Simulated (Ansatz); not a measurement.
# GeH5 (doublet): the correlation ladder at distance H1–H2 along a hydrogen transfer = 1.005 Å, cc-pVDZ

Aim: climb from Hartree-Fock through coupled cluster and multireference methods for GeH5 (doublet) at one geometry and basis, and see what each rung misses.

Computed with Ansatz 0.2.0, Gaussian basis. Level: cc-pVDZ, core rule «outside noble gas», up to 14 orbitals frozen.

To be run: UHF; CCSD(T) on ROHF; CCSD(T) on UHF; BCCD(T) on ROHF; CISD; CCSDT(Q) on ROHF; CCSDT(Q) on UHF; CASSCF and MRCISD+Q, 3 electrons in 3 orbitals; CASSCF and NEVPT2, 3 electrons in 3 orbitals; CASSCF and MRCISD+Q, 9 electrons in 9 orbitals; CASSCF and NEVPT2, 9 electrons in 9 orbitals.

8 further runs of the same task are left out: 7 that didn't finish, 1 set aside as unsound or not needed.

### 1 The geometry

The geometry derives from fragments relaxed apart (PBE0/def2-TZVP) and kept rigid, so it is no stationary point. A hydrogen atom is moved between rigid fragments. No spin-orbit coupling is included. The filled d shell of Ge may be among the frozen orbitals whatever the setting's name suggests; the logs give the count.

6 atoms, charge 0, spin multiplicity 2.

Atoms are counted from 1 here; the program's logs count them from 0.

Bond lengths: H2–Ge3 1.634 Å, Ge3–H4 1.539 Å, Ge3–H5 1.539 Å, Ge3–H6 1.539 Å. Angles: H2–Ge3–H4 107.7°, H2–Ge3–H5 107.7°, H2–Ge3–H6 107.7°, H4–Ge3–H5 111.2°, H4–Ge3–H6 111.2°, H5–Ge3–H6 111.2°.

### 2 UHF

in.yaml reads:

```yaml
crystal:
  periodic: [false, false, false]
  atoms:
    - {symbol: H, position_ang: [-2.601799, 0.000000, -0.000001]}
    - {symbol: H, position_ang: [-1.596799, 0.000000, 0.000000]}
    - {symbol: Ge, position_ang: [0.037201, 0.000000, 0.000000]}
    - {symbol: H, position_ang: [0.505869, -1.465915, 0.000000]}
    - {symbol: H, position_ang: [0.505870, 0.732957, -1.269519]}
    - {symbol: H, position_ang: [0.505869, 0.732957, 1.269520]}
basis:
  gaussian: {orbitals: cc-pVDZ}
magnetization: {spin_polarized: true, initial_magnetization: 1}
hamiltonian: {xc: hf}
output: {orbitals: {seedname: orbitals}}
```

Launch:

```
$ ansatz run in.yaml --threads 1 --pin off --events-out ev --progress --plain --max-ram 2393MiB
```

Further steps of the session: CCSD(T) on ROHF; CCSD(T) on UHF; BCCD(T) on ROHF; CISD; CCSDT(Q) on ROHF; CCSDT(Q) on UHF; CASSCF and MRCISD+Q, 3 electrons in 3 orbitals; CASSCF and NEVPT2, 3 electrons in 3 orbitals; CASSCF and MRCISD+Q, 9 electrons in 9 orbitals; CASSCF and NEVPT2, 9 electrons in 9 orbitals.

Before running them: what should the planned runs give, taken together? Wanted: UCCSDT(Q) below the RHF energy; RMP2 from UCCSDT(Q); UMP2 from UCCSDT(Q); RCCSD from UCCSDT(Q); RCCSD(T) from UCCSDT(Q); UCCSD(T) from UCCSDT(Q); RCCSDT(Q) from UCCSDT(Q); NEVPT2 pair from UCCSDT(Q); NEVPT2 valence from UCCSDT(Q).

**Answer**, as computed:

| quantity | value |
| --- | --- |
| UCCSDT(Q) below the RHF energy | -4.5386 eV |
| RMP2 from UCCSDT(Q) | +1018.6 meV |
| UMP2 from UCCSDT(Q) | +1024.2 meV |
| RCCSD from UCCSDT(Q) | +105.3 meV |
| RCCSD(T) from UCCSDT(Q) | +23.2 meV |
| UCCSD(T) from UCCSDT(Q) | +22.1 meV |
| RCCSDT(Q) from UCCSDT(Q) | +1.6 meV |
| NEVPT2 pair from UCCSDT(Q) | +959.2 meV |
| NEVPT2 valence from UCCSDT(Q) | +790.6 meV |
| MRCISD+Q valence from UCCSDT(Q) | +13.2 meV |
| levels within 1 kcal/mol (43 meV) | RCCSD(T), UCCSD(T), BCCD(T), RCCSDT, UCCSDT, RCCSDT(Q), MRCISD+Q valence |
| T1 diagnostic | 0.024 |
| effectively unpaired electrons | 1.02 |

In words: RCCSD(T) lands +23.2 meV from the yardstick (0.5 % of the correlation energy). One determinant dominates. Of the multireference levels listed MRCISD+Q valence comes nearest in total energy (+13.2 meV), which doesn't show that its space is the better one. These misses are within one basis, not against nature; the frozen cores of restricted and unrestricted runs differ, which can shift their rows.
